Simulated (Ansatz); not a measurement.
# Bi3O: the cost of one run

Method: DFT PBE, scalar-relativistic, plane waves, PAW, in Ansatz 0.2.0.

### Step 1. The starting structure

The structure is cubic, space group Pm-3m (No. 221). The conventional cell has a = 4.843 Å, b = 4.843 Å, c = 4.843 Å, α = 90.00°, β = 90.00°, γ = 90.00°. Around Bi (site symmetry 4/mmm) lie 2 O at 2.42 Å. O (site symmetry m-3m) has 6 Bi at 2.42 Å as nearest neighbours.

Structure file:

```xyz
4
Lattice="4.8426 0.0000 0.0000 0.0000 4.8426 0.0000 0.0000 0.0000 4.8426" Properties=species:S:1:pos:R:3 pbc="T T T"
Bi    0.0000    2.4213    2.4213
Bi    2.4213    0.0000    2.4213
Bi    2.4213    2.4213    0.0000
O     2.4213    2.4213    2.4213
```

Recipe of the guess: random cell by space group and Wyckoff sites (Pm-3m, No. 221). The dimensions are guesses.

### Step 2. A first look at the guess

Input file input.yaml:

```yaml
crystal:
  lattice:
    - [4.84264769, 0.0, 0.0]
    - [0.0, 4.84264769, 0.0]
    - [0.0, 0.0, 4.84264769]
  atoms:
    - { symbol: Bi, position: [0.0, 0.5, 0.5] }
    - { symbol: Bi, position: [0.5, 0.0, 0.5] }
    - { symbol: Bi, position: [0.5, 0.5, 0.0] }
    - { symbol: O, position: [0.5, 0.5, 0.5] }
basis:
  ecutwfc: 420
kpoints:
  mp_grid: { grid: [4, 4, 4] }
hamiltonian:
  xc: pbe
scf:
  occupations: { method: gaussian, width: 0.1 }
  lower_state_search: "off"
output:
  forces: true
  stress: true
  eigenvalues: true
```

On the command line:

```console
$ ansatz run input.yaml --threads 1 --pin off --max-ram 2560MiB --backend cpu --events-out ev --progress --plain --runs-dir out
```

**Question.** How long does this run take on 1 thread of Intel Xeon Platinum 8259CL at 2.50GHz (Skylake/Cascade Lake), shared host, and how much memory does it need?

About 2.3 s, with a peak of 0.42 GiB.
